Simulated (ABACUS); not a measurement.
Runs of ABACUS 3.10.1 on ScSi2. The structure is hexagonal, space group P6/mmm (No. 191). The conventional cell has a = 3.660 Å, b = 3.660 Å, c = 3.870 Å, α = 90.00°, β = 90.00°, γ = 120.00°. Around Sc (site symmetry 6/mmm) lie 12 Si at 2.87 Å. Si (site symmetry -6m2) has 3 Si at 2.11 Å as nearest neighbours. 

```csv
level,potentials or basis,spin,k mesh,cutoff (eV),smearing,SCF threshold on the density,eigensolver,mixing share,symmetry key,mesh quality,gap on the mesh (eV),pressure (GPa)
PBE,"PseudoDojo NC SR 0.4.1 PBE standard, DZP LCAO (the cutoffs set its grid)",off,8 × 8 × 7,1361,fermi-dirac 0.05 eV,1e-07,genelpa,0.7,1,not flagged,none,(a)
PBEsol+D3+ABC,"PseudoDojo NC FR 0.4 PBE standard, plane waves","SOC, no magnetisation",4 × 4 × 4,1075,marzari-vanderbilt 0.02 eV,1e-08,dav,0.4,0,coarse,none,21.2
PBE,"PseudoDojo NC SR 0.4.1 PBE standard, plane waves",off,8 × 8 × 7,1075,fermi-dirac 0.05 eV,1e-08,dav,0.7,1,not flagged,none,24.9
PBE,"PseudoDojo NC SR 0.4.1 PBE standard, TZDP LCAO (the cutoffs set its grid)",off,8 × 8 × 7,1361,fermi-dirac 0.05 eV,1e-07,genelpa,0.7,1,not flagged,none,25.2
```

Alike in all rows: task single point; cell as given.

**Question.** Fill in the values left out.

**Answer.** (a) 25.8.

Caveats: some runs use coarse meshes; so large a pressure means that the cell lies far from this level's equilibrium, or that cutoff or potentials fall short; the atomic orbitals were generated for these runs and aren't a published set (some runs); the basis of atomic orbitals isn't converged, which shifts pressures, moduli and gaps (some runs); there are fewer bands than atomic start orbitals, so a level may be missed at k points of high symmetry (some runs); the potentials were made for another functional, which shifts forces and pressure (some runs); pairwise dispersion overbinds metals, which lowers pressure and volume (some runs).

A k mesh can miss the band edges.

A gap of «none» marks a metal or a gap under the smearing width.

Not every run made on this cell is shown here.
